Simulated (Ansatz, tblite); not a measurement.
# The cluster H₇Pt₄: a ladder of methods and basis sets

The task here is to estimate one member of a computed series from the others.

Computed with Ansatz 0.2.0, Gaussian basis. Level: as each input shows.

Plan: GFN1-xTB, GFN2-xTB, PBE-D4/def2-TZVP, r2SCAN-D4/def2-TZVP, B97M-V/def2-TZVP, PBE-QIDH/def2-TZVP, HF/def2-TZVP, PBE-D4/def2-SVP, PBE0-D4/def2-SVP, MP2/def2-TZVP, RPA/def2-TZVP.

1 further run of the same task is left out (set aside as unsound or not needed).

## The relaxed structure

The doublet was relaxed beforehand with r2SCAN-D4/def2-SVP. At that level it is the lowest of the isomers that a small search found.

11 atoms, charge 0, spin multiplicity 2.

Bond lengths: Pt1–Pt2 2.710 Å, Pt1–Pt3 2.648 Å, Pt1–Pt4 2.805 Å, Pt1–H8 1.552 Å, Pt1–H10 1.529 Å, Pt2–Pt3 2.841 Å, Pt2–Pt4 2.601 Å, Pt2–H7 1.539 Å, Pt2–H11 1.551 Å, Pt3–Pt4 2.602 Å, Pt3–H5 1.537 Å, Pt3–H9 1.562 Å, Pt4–H6 1.545 Å. Angles: Pt2–Pt1–Pt3 64.0°, Pt2–Pt1–Pt4 56.3°, Pt2–Pt1–H8 106.4°, Pt2–Pt1–H10 103.1°, Pt3–Pt1–Pt4 56.9°, Pt3–Pt1–H8 164.7°, Pt3–Pt1–H10 125.5°, Pt4–Pt1–H8 129.3°, Pt4–Pt1–H10 71.8°, H8–Pt1–H10 67.0°, Pt1–Pt2–Pt3 56.9°, Pt1–Pt2–Pt4 63.7°, Pt1–Pt2–H7 115.7°, Pt1–Pt2–H11 166.0°, Pt3–Pt2–Pt4 56.9°, Pt3–Pt2–H7 165.7°, Pt3–Pt2–H11 109.1°, Pt4–Pt2–H7 109.3° and more.

Pt takes a core potential in the def2 sets. No spin-orbit coupling is included.

PBE0-D4/def2-TZVP was run before; its log isn't repeated, and its numbers join the tables.

The first run:

Tight binding, by tblite at 300 K electronic temperature and without a spin-polarisation term:

```python
tblite.interface.Calculator('GFN1-xTB', numbers, positions, charge=0, uhf=1).singlepoint()
```

Tight binding, by tblite at 300 K electronic temperature and without a spin-polarisation term:

```python
tblite.interface.Calculator('GFN2-xTB', numbers, positions, charge=0, uhf=1).singlepoint()
```

start.molden holds the orbitals of an earlier run on this state, given as this run's starting guess.

in.yaml reads:

```yaml
crystal:
  periodic: [false, false, false]
  atoms:
    - {symbol: Pt, position_ang: [-1.437914, 0.922402, -0.280375]}
    - {symbol: Pt, position_ang: [0.041231, -0.947785, 1.007043]}
    - {symbol: Pt, position_ang: [1.186085, 1.275726, -0.339745]}
    - {symbol: Pt, position_ang: [0.316230, -0.840608, -1.577628]}
    - {symbol: H, position_ang: [1.462994, 1.492903, 1.156034]}
    - {symbol: H, position_ang: [1.700473, -1.402401, -1.970787]}
    - {symbol: H, position_ang: [-0.702283, -2.240993, 1.385813]}
    - {symbol: H, position_ang: [-2.908826, 0.698146, 0.162535]}
    - {symbol: H, position_ang: [1.410104, 2.752969, 0.114555]}
    - {symbol: H, position_ang: [-2.244806, 0.095183, -1.282333]}
    - {symbol: H, position_ang: [1.176714, -1.805531, 1.624888]}
basis:
  gaussian: {orbitals: def2-TZVP, initial_orbitals: start.molden}
magnetization: {spin_polarized: true, initial_magnetization: 1}
hamiltonian: {xc: pbe, dispersion: d4}
scf: {omitted_lower_state_checks: [starts]}
output: {forces: true, orbitals: {seedname: orbitals}}
```

Run with:

```
> ansatz run in.yaml --threads 4 --pin off --events-out ev --progress --plain --max-ram 4787MiB
```

Steps of the session up to this table: PBE-D4/def2-TZVP; r2SCAN-D4/def2-TZVP; B97M-V/def2-TZVP; PBE-QIDH/def2-TZVP; HF/def2-TZVP; PBE-D4/def2-SVP; PBE0-D4/def2-SVP; MP2/def2-TZVP; RPA/def2-TZVP.

One table of the session follows, with a row left open; its other results are not shown here.

It belongs to the step «Binding energy». 

```
              level  binding an atom (eV)
       HF/def2-TZVP                 1.416
    PBE-D4/def2-SVP                 2.844
   PBE-D4/def2-TZVP                 2.912
r2SCAN-D4/def2-TZVP                 2.931
   B97M-V/def2-TZVP                     ?
   PBE0-D4/def2-SVP                 2.649
  PBE0-D4/def2-TZVP                 2.722
      MP2/def2-TZVP                 2.923
```

**Question.** Estimate the row for B97M-V/def2-TZVP.

As computed: binding an atom (eV): 2.747. In the column «binding an atom (eV)» it lies between PBE0-D4/def2-TZVP (2.722) and PBE-D4/def2-SVP (2.844).

To keep in mind: Free atoms were run apart at each level; binding is atoms less cluster, divided by the number of atoms, without zero-point or spin-orbit terms.
